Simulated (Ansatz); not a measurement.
# C7H13Cl2NSiTi: how energies converge with the basis set

Aim: see how fast density functionals converge with the basis set for C7H13Cl2NSiTi.

Method: one geometry, several basis sets; program: Ansatz 0.2.0, Gaussian basis.

Plan: PBE0-D4/def2-SVP; ωB97M-V/def2-SVP; PBE0-D4/def2-QZVPP; ωB97M-V/def2-QZVPP; the functionals' def2-TZVPP values are taken from earlier runs.

### Step 1. Structure used throughout

An earlier PBE0-D4 in a triple-zeta def2 set relaxation fixed the geometry.

SMILES `C[N](C)[Ti]1234([Cl])([Cl])[C@@H]5[C@H]1[C@H]2[C@@]3([SiH3])[C@@H]54`, 25 atoms, charge 0, spin multiplicity 1.

Atoms are counted from 1 here; the program's logs count them from 0.

Bond lengths: C1–N2 1.442 Å, C1–H13 1.098 Å, C1–H14 1.089 Å, C1–H15 1.100 Å, N2–C3 1.443 Å, N2–Ti4 1.868 Å, C3–H16 1.097 Å, C3–H17 1.091 Å, C3–H18 1.100 Å, Ti4–Cl5 2.242 Å, Ti4–Cl6 2.250 Å, Ti4–C7 2.418 Å, Ti4–C8 2.356 Å, Ti4–C9 2.334 Å, Ti4–C10 2.348 Å, Ti4–C12 2.410 Å, C7–C8 1.418 Å, C7–C12 1.395 Å and more. Angles: N2–C1–H13 109.8°, N2–C1–H14 110.9°, N2–C1–H15 111.5°, H13–C1–H14 108.2°, H13–C1–H15 107.6°, H14–C1–H15 108.6°, C1–N2–C3 112.6°, C1–N2–Ti4 125.9°, C3–N2–Ti4 119.6°, N2–C3–H16 110.0°, N2–C3–H17 111.2°, N2–C3–H18 111.6°, H16–C3–H17 107.4°, H16–C3–H18 107.8°, H17–C3–H18 108.7°, N2–Ti4–Cl5 102.2°, N2–Ti4–Cl6 102.1°, N2–Ti4–C7 138.8° and more.

### Step 2. PBE0-D4 in def2-SVP

in.yaml reads:

```yaml
crystal:
  periodic: [false, false, false]
  atoms:
    - {symbol: C, position_ang: [-1.867688, -1.654614, -0.176743]}
    - {symbol: N, position_ang: [-0.873831, -1.235222, 0.779729]}
    - {symbol: C, position_ang: [-0.121631, -2.341530, 1.319874]}
    - {symbol: Ti, position_ang: [-0.247735, 0.509258, 1.016092]}
    - {symbol: Cl, position_ang: [-2.085359, 1.731542, 0.620612]}
    - {symbol: Cl, position_ang: [0.100838, 0.587905, 3.237789]}
    - {symbol: C, position_ang: [1.837346, 1.727269, 0.884708]}
    - {symbol: C, position_ang: [2.063622, 0.360658, 0.582366]}
    - {symbol: C, position_ang: [1.371914, 0.057027, -0.603059]}
    - {symbol: C, position_ang: [0.670022, 1.215710, -1.026224]}
    - {symbol: Si, position_ang: [-0.401813, 1.410881, -2.537060]}
    - {symbol: C, position_ang: [0.993857, 2.248928, -0.096646]}
    - {symbol: H, position_ang: [-2.548972, -2.379412, 0.287280]}
    - {symbol: H, position_ang: [-2.456385, -0.806498, -0.522742]}
    - {symbol: H, position_ang: [-1.408262, -2.141863, -1.049189]}
    - {symbol: H, position_ang: [-0.795669, -3.039314, 1.832978]}
    - {symbol: H, position_ang: [0.612312, -1.999935, 2.051107]}
    - {symbol: H, position_ang: [0.401995, -2.899238, 0.529388]}
    - {symbol: H, position_ang: [2.200982, 2.245859, 1.758136]}
    - {symbol: H, position_ang: [2.648572, -0.326868, 1.176018]}
    - {symbol: H, position_ang: [1.346952, -0.907797, -1.088663]}
    - {symbol: H, position_ang: [0.457877, 1.386624, -3.751464]}
    - {symbol: H, position_ang: [-1.112566, 2.708978, -2.466075]}
    - {symbol: H, position_ang: [-1.373218, 0.292580, -2.642362]}
    - {symbol: H, position_ang: [0.586809, 3.249083, -0.115850]}
basis:
  gaussian: {orbitals: def2-SVP}
hamiltonian: {xc: pbe0, dispersion: d4}
output: {orbitals: {seedname: orbitals}}
```

Run with:

```console
> ansatz run in.yaml --threads 11 --pin off --events-out ev --progress --plain --max-ram 110592MiB --backend cpu
```

Further steps of the session: ωB97M-V in def2-SVP; PBE0-D4 in def2-QZVPP; ωB97M-V in def2-QZVPP.

Before running them: what should the planned runs give, taken together? Wanted: PBE0-D4: double and triple zeta above quadruple; ωB97M-V: double and triple zeta above quadruple.

The runs gave:

| quantity | value |
| --- | --- |
| PBE0-D4: double and triple zeta above quadruple | 25.79, 1.91 eV |
| ωB97M-V: double and triple zeta above quadruple | 26.05, 1.80 eV |

**Reading.** PBE0-D4 gains 23.88 eV from double to triple zeta, then 1.91 eV more. Total energies overstate the basis error of differences, where much of it tends to cancel.
